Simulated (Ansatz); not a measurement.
# Co: stress in a strained cell

Co is deformed so: zz strain of +3 %. What stress and forces result, by LAPW, PAW and all-electron datasets made for the crystal?

Method: DFT PBEsol, scalar-relativistic, in Ansatz 0.2.0.

**1. Starting point**

Symmetry: P6_3/mmc, No. 194, hexagonal system. The conventional cell has a = 2.519 Å, b = 2.519 Å, c = 4.091 Å, α = 90.00°, β = 90.00°, γ = 120.00°. Co (site symmetry -6m2) has 12 Co at 2.51 to 2.52 Å as nearest neighbours.

Coordinates:

```
CELL_PARAMETERS angstrom
2.51900 0.00000 0.00000
-1.25950 2.18152 0.00000
0.00000 0.00000 4.09100
ATOMIC_POSITIONS crystal
Co 0.33333 0.66667 0.25000
Co 0.66667 0.33333 0.75000
```

Atoms are numbered in the order of the input: Co1, Co2.

**2. The deformed structure**

Space group P6_3/mmc before, P6_3/mmc after.

**3. All-electron LAPW**

The input, input.yaml:

```yaml
crystal:
  lattice:
    - [2.5190008694, 0.0, 0.0]
    - [-1.2595004347, 2.1815187451, 0.0]
    - [0.0, 0.0, 4.21373]
  atoms:
    - { symbol: Co, position: [0.3333333333, 0.6666666667, 0.25], spin: 2.0 }
    - { symbol: Co, position: [0.6666666667, 0.3333333333, 0.75], spin: 2.0 }
magnetization:
  spin_polarized: true
kpoints:
  mp_grid: { grid: [19, 19, 10] }
  band_path:
    path:
      - [0.0, 0.0, 0.0]
      - [0.5, 0.0, 0.0]
      - [0.3333333333, 0.3333333333, 0.0]
      - [0.0, 0.0, 0.0]
      - [0.0, 0.0, 0.5]
      - [0.5, 0.0, 0.5]
      - [0.3333333333, 0.3333333333, 0.5]
      - [0.0, 0.0, 0.5]
      - [0.5, 0.0, 0.5]
    npoints: 5
scf:
  occupations: { method: fermi_dirac, width: 0.05 }
hamiltonian:
  xc: pbesol
  pseudopotentials: { kind: all_electron, lapw: { basis_error: 0.0005 } }
output:
  forces: true
  stress: true
  eigenvalues: true
```

Started as:

```
$ ansatz run input.yaml --threads 1 --pin off --max-ram 3072MiB --backend cpu --events-out ev --progress --plain --runs-dir out
```

**4. Frozen-core PAW**

The input, input.yaml:

```yaml
crystal:
  lattice:
    - [2.5190008694, 0.0, 0.0]
    - [-1.2595004347, 2.1815187451, 0.0]
    - [0.0, 0.0, 4.21373]
  atoms:
    - { symbol: Co, position: [0.3333333333, 0.6666666667, 0.25], spin: 2.0 }
    - { symbol: Co, position: [0.6666666667, 0.3333333333, 0.75], spin: 2.0 }
magnetization:
  spin_polarized: true
kpoints:
  mp_grid: { grid: [19, 19, 10] }
scf:
  occupations: { method: fermi_dirac, width: 0.05 }
hamiltonian:
  xc: pbesol
  pseudopotentials: { kind: paw }
output:
  forces: true
  stress: true
  eigenvalues: true
  efg: { contact_densities: true }
```

**5. Datasets made for this crystal**

Edit input.yaml of step 4 so:

```diff
@@ -16,3 +16,3 @@
   xc: pbesol
-  pseudopotentials: { kind: paw }
+  pseudopotentials: { kind: all_electron, datasets: crystal }
 output:
```

(Steps that only read results are left out.)

Before running it: what results should come out? Wanted: pressure; largest shear or deviatoric stress.

As calculated:

```
                                 quantity                                                 value
                                 pressure  LAPW -20.22, PAW -20.17, crystal datasets -20.21 GPa
largest shear or deviatoric stress (LAPW)                                              5.06 GPa
```

In words: The largest part of the stress beyond the pressure is 5.06 GPa in size, in the zz component; the atoms are carried along and not relaxed. No run of the undeformed cell stands beside it, so the pressure holds what the given cell had before the change. PAW: stress within 0.06 GPa of LAPW. Crystal datasets: stress within 0.01 GPa of LAPW. Other magnetic orders may lie lower; this is the state that the run reached.
